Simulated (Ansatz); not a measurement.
**CH4OSn: taking an electron away**

How much energy removes an electron from CH4OSn at fixed geometry? The cation is run at each level and the neutral's energy taken from earlier runs.

Method: unrestricted cation, the program's frozen cores in correlated methods; program: Ansatz 0.2.0, Gaussian basis.

Levels to be run: UKS PBE-D4/def2-TZVPP; UKS r2SCAN-D4/def2-TZVPP; UKS PBE0-D4/def2-TZVPP; UKS B3LYP-D4/def2-TZVPP; UKS wB97X-V/def2-TZVPP; UKS wB97M-V/def2-TZVPP; UKS B2PLYP/def2-TZVPP; UHF-CCSD(T)/def2-TZVPP; UHF-CCSD(T)/def2-QZVPP; extrapolation to the limit; then −ε(HOMO) from the neutral's earlier runs with LDA (SPW92), PBE-D4, revPBE-D4, BLYP-D4, r2SCAN-D4, B97M-V, PBE0-D4, B3LYP-D4, r2SCANh-D4, r2SCAN0-D4, HSE06-D4, BHLYP-D4, CAM-B3LYP-D4, LC-ωPBE, ωB97X-V, ωB97M-V.

**1. The relaxed structure**

All runs share one geometry, relaxed beforehand with PBE0-D4 in a triple-zeta def2 set. Sn takes the def2 core potential; no spin-orbit term is included.

SMILES `[CH3][Sn][OH]`, 7 atoms, charge 0, spin multiplicity 1.

Atoms are counted from 1 here; the program's logs count them from 0.

Bond lengths: C1–Sn2 2.195 Å, C1–H4 1.095 Å, C1–H5 1.092 Å, C1–H6 1.095 Å, Sn2–O3 1.985 Å, O3–H7 0.961 Å. Angles: Sn2–C1–H4 109.6°, Sn2–C1–H5 112.6°, Sn2–C1–H6 109.6°, H4–C1–H5 108.5°, H4–C1–H6 107.8°, H5–C1–H6 108.5°, C1–Sn2–O3 94.9°, Sn2–O3–H7 114.5°.

**2. Cation, UKS PBE-D4/def2-TZVPP**

in.yaml

```yaml
crystal:
  periodic: [false, false, false]
  atoms:
    - {symbol: C, position_ang: [-0.773134, 0.486425, -0.226685]}
    - {symbol: Sn, position_ang: [1.310421, 0.353415, -0.903810]}
    - {symbol: O, position_ang: [1.821153, -1.057606, 0.395733]}
    - {symbol: H, position_ang: [-1.259703, -0.487664, -0.342273]}
    - {symbol: H, position_ang: [-1.348927, 1.229638, -0.781721]}
    - {symbol: H, position_ang: [-0.798739, 0.748902, 0.836003]}
    - {symbol: H, position_ang: [1.110228, -1.341111, 0.977054]}
basis:
  gaussian: {orbitals: def2-TZVPP}
total_charge: 1
magnetization: {spin_polarized: true, initial_magnetization: 1}
hamiltonian: {xc: pbe, dispersion: d4}
```

Run with:

```
ansatz run in.yaml --threads 2 --pin off --events-out ev --progress --plain --max-ram 22528MiB --backend cpu
```

Further steps of the session: Cation, UKS r2SCAN-D4/def2-TZVPP; Cation, UKS PBE0-D4/def2-TZVPP; Cation, UKS B3LYP-D4/def2-TZVPP; Cation, UKS wB97X-V/def2-TZVPP; Cation, UKS wB97M-V/def2-TZVPP; Cation, UKS B2PLYP (frozen core)/def2-TZVPP; Cation, UHF-CCSD(T)/def2-TZVPP; Cation, UHF-CCSD(T)/def2-QZVPP.

**Question.** What will the summary of the whole plan be? Wanted: ionisation energy, CCSD(T)/CBS; nearest functional by difference; nearest −ε(HOMO); −ε(HOMO) of PBE; T1 of the cation.

As calculated:

| quantity | value |
| --- | --- |
| ionisation energy, CCSD(T)/CBS | 8.84 eV |
| nearest functional by difference | B3LYP-D4 (-0.14 eV) |
| nearest −ε(HOMO) | LC-ωPBE (+0.12 eV) |
| −ε(HOMO) of PBE | 5.47 eV |
| T1 of the cation | 0.020 |

In words: Energy differences with functionals land within 0.30 eV of the reference. The PBE orbital energy is 3.4 eV too small: a semilocal HOMO is no ionisation energy. Among orbital estimates LC-ωPBE comes nearest. Hartree-Fock falls 1.17 eV short, as the neutral has more correlation energy than the cation. Correlated methods include outer-core shells of Sn, which these sets cover unevenly. With outer-core shells in play the reference is unsure by up to some tenths of an eV, so close misses can't be ranked.
